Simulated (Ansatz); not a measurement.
PBr in Ansatz: the effect of functional

PBr:

```xyz
4
Lattice="4.9386 0.0000 0.0000 -2.0624 5.1945 0.0000 -0.6968 -0.6538 6.2333" Properties=species:S:1:pos:R:3 pbc="T T T"
Br    1.3556    4.2827    1.5132
Br    0.8238    0.2581    4.7201
P     1.6933    2.1829    3.9386
P     0.4861    2.3578    2.2946
```

The cell comes from a database or a generator and needn't be the stable form of this composition.

Alike in all runs:

- Program: Ansatz 0.2.0
- Task: band structure
- Potentials or basis: Ansatz PAW
- k mesh: 4 × 3 × 3
- Occupations: fermi-dirac, width 0.05 eV
- Spin: no spin polarisation

```csv
functional,cutoff,gap on the mesh (eV),pressure (GPa),largest force (eV/Å)
LDA,420 eV (not typed: the program's choice for these potentials),1.58,-1.6,0.33
PBEsol,420 eV (not typed: the program's choice for these potentials),1.62,-0.7,0.25
RPBE,420 eV (not typed: the program's choice for these potentials),1.68,1.1,0.14
revPBE,420 eV (not typed: the program's choice for these potentials),1.68,1.0,0.11
BLYP,420 eV (not typed: the program's choice for these potentials),1.62,1.4,0.35
r2SCAN,500 eV (not typed: the program's choice for these potentials),1.82,-0.7,0.28
HSE06,420 eV (not typed: the program's choice for these potentials),2.44,-0.8,0.57
PBE0,420 eV (not typed: the program's choice for these potentials),?,?,?
r2SCAN0,500 eV (not typed: the program's choice for these potentials),3.27,-1.3,0.76
```

Problem. What does the run with functional PBE0 give?

Solution. gap on the mesh 3.17 eV; pressure -0.8 GPa; largest force 0.61 eV/Å.

Caveats: the k mesh misses the band edges, so the gap on the mesh is wider than the one along the path; the PAW data sets come from PBE, with cores solved anew for the run's functional, which leaves a small shift of forces and pressure; the thresholds are loose for stress (some runs).

Runs at the PBE level aren't shown here.
